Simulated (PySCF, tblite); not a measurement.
# C8H11 radical: geometry, infrared bands and EPR parameters

Aim: predict the infrared bands and EPR parameters of C8H11 radical (`[CH]1C[C@@H]2[C@H]1[C@@H]2C1CC1`).

Programs: tblite 0.8.0 and PySCF 2.14.0, with density-fitted response routines of our own. Each step states its level of theory. These are calculated values for one molecule in the gas phase, unless marked as measured. Atoms count from 0, in the outputs and in this text.

### Step 1. The molecule as given

19 atoms, charge 0, multiplicity 2; geometry from: force field or distance geometry start.

Bonds of the start (Å): C0–C1 1.47, C1–C2 1.50, C2–C3 1.49, C3–C4 1.52, C4–C5 1.52, C5–C6 1.51, C6–C7 1.50, C3–C0 1.43, C7–C5 1.52, C4–C2 1.50, C0–H8 1.08, C1–H9 1.10, C1–H10 1.08, C2–H11 1.07, C3–H12 1.06, C4–H13 1.10, C5–H14 1.08, C6–H15 1.08, C6–H16 1.09, C7–H17 1.09, C7–H18 1.08.

### Step 2. Geometry optimisation with GFN2-xTB

Job settings and geometry (Å):

```
{"job": {"kind": "relax", "xc": "GFN2-xTB", "basis": "xTB"}, "charge": 0, "multiplicity": 2}
C     -0.956700    -0.006300    -2.630300
C     -1.009200     1.266400    -1.902100
C      0.446900     1.090600    -1.599800
C      0.459800    -0.131700    -2.460500
C      1.087200    -0.158800    -1.075100
C      0.512700    -0.982300     0.067500
C     -0.214500    -0.359800     1.233500
C      1.149100    -0.952200     1.450400
H     -1.682000    -0.807900    -2.573200
H     -1.668400     1.241300    -1.015800
H     -1.267700     2.119300    -2.519600
H      1.032000     1.937700    -1.908900
H      1.083500    -0.141200    -3.323700
H      2.183900    -0.149400    -1.094900
H      0.147900    -1.952000    -0.240600
H     -0.307900     0.717400     1.290200
H     -1.072100    -0.891200     1.635000
H      1.211300    -1.899200     1.986700
H      1.969000    -0.275500     1.629100
```

Launch:

```sh
$ OMP_NUM_THREADS=1 python probes_run.py task.json out
```

This one command runs all jobs of the session in turn.

**Question.** This job is followed by: GFN2-xTB harmonic vibrations, gas phase; UKS B3LYP, pcH-1 on C H, non-relativistic, mean-field spin-orbit, GIAO. Predict these results of the whole session: strongest single infrared mode (GFN2-xTB); zero-point energy (GFN2-xTB); g(iso) (B3LYP); ⟨S²⟩; largest a(iso); surface potential, 1st and 99th percentile.

As calculated:

| quantity | value |
| --- | --- |
| strongest single infrared mode (GFN2-xTB) | 3108 cm⁻¹, 77 km/mol |
| zero-point energy (GFN2-xTB) | 101.5 kcal/mol |
| g(iso) (B3LYP) | 2.00270 |
| ⟨S²⟩ | 0.755 (exact 0.75) |
| largest a(iso) | 13C on C0, 99.0 MHz |
| surface potential, 1st and 99th percentile | -0.63 V and 0.72 V |

What this shows: Relaxing lowered the energy by 0.875 eV in 113 steps; the close pair that moved most is C2–C3, from 1.495 to 1.532 Å. No mode is imaginary among the 51: a minimum at this level. The strongest single mode, at 3108 cm⁻¹, is spread over several atoms, H15, H17, H16, H18 among them. Unscaled tight-binding wavenumbers are off by several per cent, some by more. Its intensities can rank the bands wrongly. C0 carries the largest spin population, 0.96 e. The isotropic g lies 0.4 ppt above the free-electron value.
